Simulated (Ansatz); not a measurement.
# CdRuC4N4: the cost of one run

Program: Ansatz 0.2.0. Level of theory: DFT PBE, scalar-relativistic, plane waves, PAW. These are calculated values, not measurements.

3 further runs of the same task are left out: 2 that didn't finish, 1 set aside as unsound or not needed. Runs told in other sessions of the task aren't counted.

## Step 1: The structure to begin with

The structure is cubic, space group P-43m (No. 215). The conventional cell has a = 5.954 Å, b = 5.954 Å, c = 5.954 Å, α = 90.00°, β = 90.00°, γ = 90.00°. Cd (site symmetry -43m) has 4 C at 2.00 Å in its first shell of neighbours. Around Ru (site symmetry -43m) lie 4 N at 1.98 Å. Around C (site symmetry 3m) lie 1 N at 1.17 Å and 1 Cd at 2.00 Å. N (site symmetry 3m) is surrounded by 1 C at 1.17 Å and 1 Ru at 1.98 Å.

Structure file:

```xyz
10
Lattice="5.9536 0.0000 0.0000 0.0000 5.9536 0.0000 0.0000 0.0000 5.9536" Properties=species:S:1:pos:R:3 pbc="T T T"
Cd    0.0000    0.0000    0.0000
Ru    2.9768    2.9768    2.9768
C     1.1553    1.1553    1.1553
C     1.1553    4.7984    4.7984
C     4.7984    1.1553    4.7984
C     4.7984    4.7984    1.1553
N     1.8308    1.8308    1.8308
N     1.8308    4.1229    4.1229
N     4.1229    1.8308    4.1229
N     4.1229    4.1229    1.8308
```

Recipe of the guess: two interpenetrating cyanide-bridged diamond nets (P-43m, No. 215). Its size is a rough estimate.

## Step 2: A first look at the guess

The input, input.yaml:

```yaml
crystal:
  lattice:
    - [5.95363598, 0.0, 0.0]
    - [0.0, 5.95363598, 0.0]
    - [0.0, 0.0, 5.95363598]
  atoms:
    - { symbol: Cd, position: [0.0, 0.0, 0.0] }
    - { symbol: Ru, position: [0.5, 0.5, 0.5], spin: 1.0 }
    - { symbol: C, position: [0.19404577, 0.19404577, 0.19404577] }
    - { symbol: C, position: [0.19404577, 0.80595423, 0.80595423] }
    - { symbol: C, position: [0.80595423, 0.19404577, 0.80595423] }
    - { symbol: C, position: [0.80595423, 0.80595423, 0.19404577] }
    - { symbol: "N", position: [0.30750582, 0.30750582, 0.30750582] }
    - { symbol: "N", position: [0.30750582, 0.69249418, 0.69249418] }
    - { symbol: "N", position: [0.69249418, 0.30750582, 0.69249418] }
    - { symbol: "N", position: [0.69249418, 0.69249418, 0.30750582] }
basis:
  ecutwfc: 420
kpoints:
  mp_grid: { grid: [4, 4, 4] }
hamiltonian:
  xc: pbe
scf:
  occupations: { method: gaussian, width: 0.1 }
  lower_state_search: "off"
output:
  forces: true
  stress: true
  eigenvalues: true
  populations: true
magnetization:
  spin_polarized: true
```

Run with:

```sh
$ ansatz run input.yaml --threads 1 --pin off --max-ram 2560MiB --backend cpu --events-out ev --progress --plain --runs-dir out
```

Q: Estimate wall time and peak memory on 1 thread of Intel Xeon Platinum 8375C at 2.90GHz (Ice Lake), shared host.

About 21 s, with a peak of 0.51 GiB.
